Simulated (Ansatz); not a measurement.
Task: a calculation of the elastic constants of HfRu, space group Pm-3m, with Ansatz 0.2.0, Python API. Give the script and its output. Settings (first run): PBEsol, PAW, the default cutoff (420 eV here), 13×13×13 k-points, cold smearing of 0.15 eV.

```cif
data_structure
_symmetry_space_group_name_H-M 'P 1'
_symmetry_Int_Tables_number 1
_cell_length_a 3.2330
_cell_length_b 3.2330
_cell_length_c 3.2330
_cell_angle_alpha 90.000
_cell_angle_beta 90.000
_cell_angle_gamma 90.000
_cell_volume 33.79
loop_
_atom_site_label
_atom_site_type_symbol
_atom_site_fract_x
_atom_site_fract_y
_atom_site_fract_z
_atom_site_occupancy
Hf1 Hf 0.00000 0.00000 0.00000 1
Ru1 Ru 0.50000 0.50000 0.50000 1
```

`elastic.py`:
```python
"""Elastic constants of HfRu."""

from dataclasses import replace
import warnings

import ansatz as az
import numpy as np

warnings.simplefilter("ignore", az.DeckWarning)

crystal = (
    az.Lattice.cubic(3.233)
    .space_group(221)
    .atom("Hf", [0.0, 0.0, 0.0])
    .atom("Ru", [0.5, 0.5, 0.5])
)

model = crystal.calculation()
model = model.functional(az.Functional.PBESOL).pseudopotentials("paw")
model = model.occupations(az.OccupationsMethod.COLD, width=0.15)
model = model.mixing("msr1", preconditioner="none")
model = model.scf(extra_bands=6, self_checks="high").kpoints(13, 13, 13)
# first bring the cell to zero stress
rest = model.relax(cell=True).run().lattice
relaxed = az.Crystal(lattice=az.Lattice.of(rest.cell_ang))
for site in rest.sites:
    relaxed = relaxed.atom(site.symbol, site.position_frac)
model = replace(model, crystal=relaxed)
print("relaxed volume {:.3f} A^3".format(abs(np.linalg.det(rest.cell_ang))))
done = model.elastic("clamped_ion", amplitude=0.01).run()
elastic = done.elastic

print(np.array2string(np.round(elastic.c_gpa, 1) + 0.0, suppress_small=True))
print("Voigt stress of the unstrained cell (GPa, tension positive):", np.round(elastic.sigma0_gpa, 3) + 0.0)
print("smallest eigenvalue of C:", round(elastic.stability.min_eigenvalue_gpa, 1), "GPa; tensor positive definite:", elastic.stability.min_eigenvalue_gpa > 0)
# averaged moduli need a positive definite tensor
if elastic.stability.min_eigenvalue_gpa > 0:
    m = elastic.moduli
    anisotropy = 5 * m.g_voigt_gpa / m.g_reuss_gpa + m.k_voigt_gpa / m.k_reuss_gpa - 6
    print(f"Voigt K {m.k_voigt_gpa:.1f} G {m.g_voigt_gpa:.1f}; Reuss K {m.k_reuss_gpa:.1f} G {m.g_reuss_gpa:.1f}; universal anisotropy index {anisotropy:.3f}")
```

```console
$ python elastic.py
relaxed volume 33.024 A^3
[[388.6 125.6 125.6   0.    0.    0. ]
 [125.6 388.6 125.6   0.    0.    0. ]
 [125.6 125.6 388.6   0.    0.    0. ]
 [  0.    0.    0.   83.7   0.    0. ]
 [  0.    0.    0.    0.   83.7   0. ]
 [  0.    0.    0.    0.    0.   83.7]]
Voigt stress of the unstrained cell (GPa, tension positive): [0. 0. 0. 0. 0. 0.]
smallest eigenvalue of C: 83.7 GPa; tensor positive definite: True
Voigt K 213.2 G 102.8; Reuss K 213.2 G 97.9; universal anisotropy index 0.249
```

These settings explore the input space; cutoff and mesh may be short of convergence. A positive definite tensor excludes instabilities under uniform strain alone; phonons elsewhere in the zone can still be imaginary. Spin-orbit coupling, which matters for elements this heavy, is left out. The structure is a deposited one; some such entries were measured under pressure or heat, so a shift against it needn't be the functional's error alone. Shear constants of a metal converge slowly with the k-point mesh and can be wrong in sign on a coarse one; the constants belong to the cell that was strained. Run time: 110 s on 1 thread of Arm Neoverse V2 (shared host), peak memory 0.62 GiB.

(A comment or docstring line of the script was reworded after the run, the code is as it ran.)
